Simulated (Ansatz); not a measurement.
Write a Python script for Ansatz's Python interface that makes a relaxation of the ions of CsInF3, space group Pm-3m. Settings: PBEsol, PAW, cutoff 530 eV, 4×4×4 k-points, Fermi-Dirac smearing of 0.1 eV.

```xyz
5
Lattice="4.6743 0.0000 0.0000 0.0000 4.6743 0.0000 0.0000 0.0000 4.6743" Properties=species:S:1:pos:R:3 pbc="T T T"
Cs    2.3372    2.3372    2.3372
In    0.0000    0.0000    0.0000
F     2.3372    0.0000    0.0000
F     0.0000    2.3372    0.0000
F     0.0000    0.0000    2.3372
```

`relax_csinf3.py`
```python
'''Relax the ions of CsInF3 at fixed cell.'''

import json

import ansatz
from ase.data import atomic_numbers
import numpy as np
from pymatgen.core import Lattice, Structure
from pymatgen.io.ase import AseAtomsAdaptor
import spglib

pmg_structure = Structure(
    Lattice([[4.674301, 0.0, 0.0], [0.0, 4.674301, 0.0], [0.0, 0.0, 4.674301]]),
    ['Cs', 'In', 'F', 'F', 'F'],
    [
        [0.5, 0.5, 0.5],
        [0.0, 0.0, 0.0],
        [0.5, 0.0, 0.0],
        [0.0, 0.5, 0.0],
        [0.0, 0.0, 0.5],
    ],
)
xtal = ansatz.Crystal.from_ase(AseAtomsAdaptor.get_atoms(pmg_structure))
# push one atom off its site

calculation = (
    xtal.move(0, to=[0.5, 0.5, 0.506418]).calculation()
    .functional('pbesol')
    .basis(530)
    .kpoints(length=21)
    .occupations('Fermi-Dirac')  # fractional filling near the Fermi level
    .mixing('broyden', ndim=4, beta=0.4)
    .relax(force_tolerance=0.1, max_steps=40)
)
outcome = calculation.run(events_out='stream.ndjson')
with open('stream.ndjson') as stream:
    events = [json.loads(line) for line in stream]
steps = [e['data'] for e in events if e['event'] == 'relax_step']
data = outcome.report
print('step   energy (eV)     max comp. (eV/A)  SCF')
for s in steps:
    print(f'{s["step"]:4d} {s["lagrangian_ev"]:15.5f} {s["allowed_force_max_ev_ang"]:12.4f} {s["n_scf"]:5d}')

first, last = steps[0], steps[-1]
symbols = [site.symbol for site in outcome.lattice.sites]
print(f'energy gained {first["lagrangian_ev"] - last["lagrangian_ev"]:.4f} eV in {len(steps) - 1} steps')

print('atom   start x y z (A)              end x y z (A)')
for symbol, a, b in zip(symbols, first['positions_ang'], last['positions_ang']):
    print(f'{symbol:3s}', ' '.join(f'{v:8.4f}' for v in a), '  ', ' '.join(f'{v:8.4f}' for v in b))

fractions = [site.position_frac for site in outcome.lattice.sites]
numbers = [atomic_numbers[s] for s in symbols]
for tolerance in (1e-3, 1e-2, 1e-1):
    print(f'space group at {tolerance} A:', spglib.get_spacegroup((outcome.lattice.cell_ang, fractions, numbers), symprec=tolerance))

energy = data['free_energy_ev']
print('CsInF3: {:.6f} eV = {:.6f} Ry = {:.6f} Ha'.format(energy, energy / 13.605693, energy / 27.211386))
print('Fermi level {:.4f} eV, {} k-points, {} symmetry operations'.format(data['fermi_energy_ev'], data['n_kpoints'], data['n_symmetry_ops']))
```

Running `python relax_csinf3.py` prints:
```text
step   energy (eV)     max comp. (eV/A)  SCF
   1    -13516.07927       0.0272     5
   2    -13516.07928       0.0272     4
energy gained 0.0000 eV in 1 steps
atom   start x y z (A)              end x y z (A)
Cs    2.3372   2.3372   2.3672      2.3372   2.3372   2.3672
In    0.0000   0.0000   0.0000      0.0000   0.0000   0.0000
F     2.3372   0.0000   0.0000      2.3372   0.0000   0.0000
F     0.0000   2.3372   0.0000      0.0000   2.3372   0.0000
F     0.0000   0.0000   2.3372      0.0000   0.0000   2.3372
space group at 0.001 A: P4mm (99)
space group at 0.01 A: P4mm (99)
space group at 0.1 A: Pm-3m (221)
CsInF3: -13516.079276 eV = -993.413513 Ry = -496.706756 Ha
Fermi level 6.3521 eV, 18 k-points, 8 symmetry operations
```

The settings weren't tested for convergence. The cell holds an odd number of electrons and is run without spin, so a magnetic state may lie lower. The mesh is modest for a metal, so energies can be off by several to tens of meV an atom and pressures by half a GPa or more; differences at equal mesh fare better. Only differences from the Fermi energy are physical; the zero of the scale is a convention. Energies along a relaxation are free energies. A last row that repeats the one before re-solves the same geometry more tightly. The cell relaxed to the group P4mm; tensors and edges are in the axes of the typed cell. This cell is a computed structure, which may not be the phase found in nature. Timing: 7.6 s on 1 thread of Arm Neoverse V2, on a shared host, peak memory 0.49 GiB.

(Lines on the test bed's own set-up are left out of the output.)
